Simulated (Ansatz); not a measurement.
# W: the cost of one run

Computed with Ansatz 0.2.0 (DFT LDA, scalar-relativistic, plane waves, PAW, unless a step's input says otherwise).

The COD cell was measured well above room temperature, so it is larger than a cold one.

1 further run of the same task is left out (set aside as unsound or not needed).

## Step 1: The system as given

It takes space group Im-3m (No. 229, cubic). Conventional cell: a = 3.135 Å, b = 3.135 Å, c = 3.135 Å, α = 90.00°, β = 90.00°, γ = 90.00°. W (site symmetry m-3m) is surrounded by 8 W at 2.72 Å.

Structure file:

```cif
data_structure
_symmetry_space_group_name_H-M 'P 1'
_symmetry_Int_Tables_number 1
_cell_length_a 2.7153
_cell_length_b 2.7153
_cell_length_c 2.7153
_cell_angle_alpha 109.471
_cell_angle_beta 109.471
_cell_angle_gamma 109.471
_cell_volume 15.41
loop_
_atom_site_label
_atom_site_type_symbol
_atom_site_fract_x
_atom_site_fract_y
_atom_site_fract_z
_atom_site_occupancy
W1 W 0.00000 0.00000 0.00000 1
```

It is the result of an earlier relaxation at this level (volume 15.41 Å³/atom; gap on the mesh: none (metal)).

## Step 2: Phonons at rest

Input file input.yaml:

```yaml
crystal:
  lattice:
    - [-1.5676597206, 1.5676597206, 1.5676597206]
    - [1.5676597206, -1.5676597206, 1.5676597206]
    - [1.5676597206, 1.5676597206, -1.5676597206]
  atoms:
    - { symbol: W, position: [0.0, 0.0, 0.0] }
basis:
  ecutwfc: 420
kpoints:
  mp_grid: { grid: [20, 20, 20] }
hamiltonian:
  xc: lda
scf:
  occupations: { method: fermi_dirac, width: 0.15 }
output:
  eigenvalues: true
phonons:
  method: dfpt
  eigenvectors: true
  qmesh: [2, 2, 2]
  temperatures: { t_max: 1000, t_step: 100 }
  qpath:
    path:
      - [[0.0, 0.0, 0.0], [0.5, -0.5, 0.5], [0.0, 0.0, 0.5], [0.0, 0.0, 0.0], [0.25, 0.25, 0.25], [0.5, -0.5, 0.5]]
      - [[0.25, 0.25, 0.25], [0.0, 0.0, 0.5]]
    npoints: 8
```

Command:

```console
$ ansatz run input.yaml --threads 1 --pin off --max-ram 3072MiB --backend cpu --events-out ev --progress --plain --runs-dir out
```

**Question.** How long does this run take on 1 thread of Intel Xeon 6975P-C (Granite Rapids), shared host, and how much memory does it need?

About 40 s, with a peak of 1.1 GiB.
